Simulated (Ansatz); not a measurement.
# C2H9AlSi2: a ladder of functionals and wavefunction methods

One table from this session's results is given with a row withheld; the runs are named, their logs left out.

Method: functionals in def2-TZVPP, the program's frozen cores in correlated methods; program: Ansatz 0.2.0, Gaussian basis.

Plan: PBE-D4, r2SCAN-D4, PBE0-D4, B3LYP-D4, ωB97X-V, ωB97M-V, B2PLYP; CCSD(T)/def2-TZVPP; MP2/def2-QZVPP; extrapolation to the limit.

## The relaxed structure

The geometry comes from an earlier relaxation with PBE0-D4 in a triple-zeta def2 set; it is a stationary point, not always the lowest conformer.

SMILES `C[C@@H]1[AlH][Si@H]1[SiH3]`, 14 atoms, charge 0, spin multiplicity 1.

Atoms are counted from 1 here; the program's logs count them from 0.

Bond lengths: C1–C2 1.514 Å, C1–H6 1.095 Å, C1–H7 1.093 Å, C1–H8 1.094 Å, C2–Al3 1.947 Å, C2–Si4 1.934 Å, C2–H9 1.109 Å, Al3–Si4 2.332 Å, Al3–H10 1.583 Å, Si4–Si5 2.330 Å, Si4–H11 1.496 Å, Si5–H12 1.489 Å, Si5–H13 1.490 Å, Si5–H14 1.489 Å. Angles: C2–C1–H6 112.2°, C2–C1–H7 110.9°, C2–C1–H8 111.8°, H6–C1–H7 107.0°, H6–C1–H8 107.5°, H7–C1–H8 107.1°, C1–C2–Al3 137.9°, C1–C2–Si4 124.3°, C1–C2–H9 111.3°, Al3–C2–Si4 73.9°, Al3–C2–H9 97.9°, Si4–C2–H9 103.5°, C2–Al3–Si4 52.8°, C2–Al3–H10 143.6°, Si4–Al3–H10 163.4°, C2–Si4–Al3 53.3°, C2–Si4–Si5 119.4°, C2–Si4–H11 109.6° and more.

Geometry (Å):

```xyz
14
charge 0, multiplicity 1
C    -2.04332    0.25074   -0.71894
C    -0.80064   -0.56410   -0.43082
Al   -0.34334   -2.23938    0.44962
Si    0.50472   -0.11987    0.92475
Si    2.39026    1.11570    0.33440
H    -1.80428    1.23806   -1.12823
H    -2.62219    0.41405    0.19346
H    -2.70293   -0.25129   -1.43337
H    -0.18749   -0.70016   -1.34478
H    -0.68429   -3.78422    0.50543
H    -0.18538    0.47206    2.11267
H     2.96445    0.53836   -0.91268
H     2.07555    2.54935    0.07574
H     3.42608    1.05149    1.40156
```

The first run:

Contents of in.yaml:

```yaml
crystal:
  periodic: [false, false, false]
  atoms:
    - {symbol: C, position_ang: [-2.043317, 0.250745, -0.718941]}
    - {symbol: C, position_ang: [-0.800636, -0.564098, -0.430823]}
    - {symbol: Al, position_ang: [-0.343342, -2.239378, 0.449619]}
    - {symbol: Si, position_ang: [0.504720, -0.119868, 0.924753]}
    - {symbol: Si, position_ang: [2.390256, 1.115699, 0.334404]}
    - {symbol: H, position_ang: [-1.804283, 1.238064, -1.128228]}
    - {symbol: H, position_ang: [-2.622188, 0.414049, 0.193457]}
    - {symbol: H, position_ang: [-2.702926, -0.251292, -1.433372]}
    - {symbol: H, position_ang: [-0.187488, -0.700164, -1.344777]}
    - {symbol: H, position_ang: [-0.684292, -3.784220, 0.505432]}
    - {symbol: H, position_ang: [-0.185382, 0.472064, 2.112671]}
    - {symbol: H, position_ang: [2.964450, 0.538361, -0.912685]}
    - {symbol: H, position_ang: [2.075551, 2.549348, 0.075737]}
    - {symbol: H, position_ang: [3.426078, 1.051490, 1.401555]}
basis:
  gaussian: {orbitals: def2-TZVPP}
hamiltonian: {xc: pbe, dispersion: d4}
output: {forces: true, orbitals: {seedname: orbitals}}
```

The run is started by

```
$ ansatz run in.yaml --threads 4 --pin off --events-out ev --progress --plain --max-ram 10444MiB
```

Among the steps run: PBE-D4 (GGA); r2SCAN-D4 (meta-GGA); PBE0-D4 (hybrid); B3LYP-D4 (hybrid); ωB97X-V (range-separated); ωB97M-V (range-separated); B2PLYP (double hybrid); CCSD(T) in def2-TZVPP; MP2 in def2-QZVPP.

One of the session's tables, all rows but one given; the rest of the session is left out.

| method | atomisation energy (kJ/mol) |
| --- | --- |
| PBE-D4 | 4539.5 |
| r2SCAN-D4 | 4534.4 |
| PBE0-D4 | 4510.9 |
| B3LYP-D4 | 4502.8 |
| ωB97X-V | 4540.8 |
| ωB97M-V | 4514.7 |
| B2PLYP | 4443.8 |
| HF/def2-TZVPP | 3374.1 |
| MP2/def2-TZVPP | 4408.8 |
| CCSD/def2-TZVPP | 4347.0 |
| CCSD(T)/def2-TZVPP | 4403.6 |
| MP2/CBS | ? |
| CCSD(T)/CBS | 4514.1 |

**Question.** Estimate the row for MP2/CBS.

The run gave: atomisation energy (kJ/mol): 4519.2. In the column «atomisation energy (kJ/mol)» it lies between ωB97M-V (4514.7) and r2SCAN-D4 (4534.4).
